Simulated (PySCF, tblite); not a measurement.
# C4H12O2SSi2: geometry, infrared bands and NMR shifts

What infrared bands and NMR shifts should C4H12O2SSi2 (`CO[Si@@H](O)/C=C/[SiH2]SC`) show?

Programs: tblite 0.8.0 and PySCF 2.14.0, with density-fitted response routines of our own. Each step states its level of theory. These are calculated values for one molecule in the gas phase, unless marked as measured. Atoms count from 0, in the outputs and in this text.

### Step 1. The starting structure

21 atoms, charge 0, multiplicity 1; geometry from: force field or distance geometry start.

Bonds of the start (Å): C0–O1 1.41, O1–Si2 1.65, Si2–O3 1.66, Si2–C4 1.83, C4–C5 1.34, C5–Si6 1.84, Si6–S7 2.15, S7–C8 1.81, C0–H9 1.09, C0–H10 1.10, C0–H11 1.09, Si2–H12 1.48, O3–H13 0.98, C4–H14 1.08, C5–H15 1.09, Si6–H16 1.48, Si6–H17 1.48, C8–H18 1.09, C8–H19 1.09, C8–H20 1.08.

### Step 2. Geometry optimisation with GFN2-xTB

What the job is given:

```
{"job": {"kind": "relax", "xc": "GFN2-xTB", "basis": "xTB"}, "charge": 0, "multiplicity": 1}
C     -3.179700    -2.242100    -0.796100
O     -1.915200    -1.665200    -0.569700
Si    -1.710800    -0.042700    -0.809500
O     -2.550500     0.777000     0.363200
C      0.057900     0.421200    -0.773800
C      0.571900     1.555900    -0.278800
Si     2.353900     2.014400    -0.227300
S      3.104100     1.426500     1.704600
C      3.033600    -0.384000     1.643500
H     -3.495800    -2.120800    -1.837200
H     -3.948400    -1.811600    -0.130800
H     -3.129600    -3.314700    -0.582800
H     -2.302600     0.314400    -2.116300
H     -2.206100     0.618300     1.264100
H      0.687900    -0.333300    -1.219600
H     -0.065100     2.319200     0.173600
H      2.515300     3.478900    -0.379200
H      3.111200     1.274900    -1.267600
H      3.436900    -0.781300     2.578700
H      2.001800    -0.727000     1.549800
H      3.620200    -0.760900     0.814300
```

Started as:

```sh
$ OMP_NUM_THREADS=1 python probes_run.py task.json out
```

The driver reads the jobs from task.json and runs them one after another.

**Question.** This job is followed by: GFN2-xTB harmonic vibrations, gas phase; GIAO PBE0/pcSseg-1 NMR shielding, non-relativistic, gas phase. What will the session give for the following? strongest single infrared mode (GFN2-xTB); zero-point energy (GFN2-xTB); 13C shifts against TMS (PBE0/pcSseg-1); 1H shifts against TMS (PBE0/pcSseg-1, means over atoms taken as alike); 17O shifts against H2O (PBE0/pcSseg-1); 29Si shifts against TMS (PBE0/pcSseg-1); 33S shifts against CS2 (PBE0/pcSseg-1).

**Answer**, as computed:

```
                                                              quantity                                               value
                             strongest single infrared mode (GFN2-xTB)                                811 cm⁻¹, 352 km/mol
                                          zero-point energy (GFN2-xTB)                                       94.3 kcal/mol
                                13C shifts against TMS (PBE0/pcSseg-1)                        163.2, 150.1, 52.4, 13.7 ppm
1H shifts against TMS (PBE0/pcSseg-1, means over atoms taken as alike)  6.62, 6.55, 4.93, 4.73, 4.68, 3.97, 1.82, 1.80 ppm
                                17O shifts against H2O (PBE0/pcSseg-1)                                      47.7, 42.8 ppm
                               29Si shifts against TMS (PBE0/pcSseg-1)                                    -29.5, -39.8 ppm
                                33S shifts against CS2 (PBE0/pcSseg-1)                                            -208 ppm
```

What this shows: Over 114 steps the energy fell by 0.317 eV; of the close pairs, Si2–C4 changed most, 1.829 to 1.879 Å. All 57 modes are real, so the xTB geometry is a minimum. The strongest single mode, at 811 cm⁻¹, has its largest shares on H13, Si2 and C4 (the list is cut at 3 atoms). Unscaled tight-binding wavenumbers are off by several per cent, some by more. Its intensities can rank the bands wrongly.
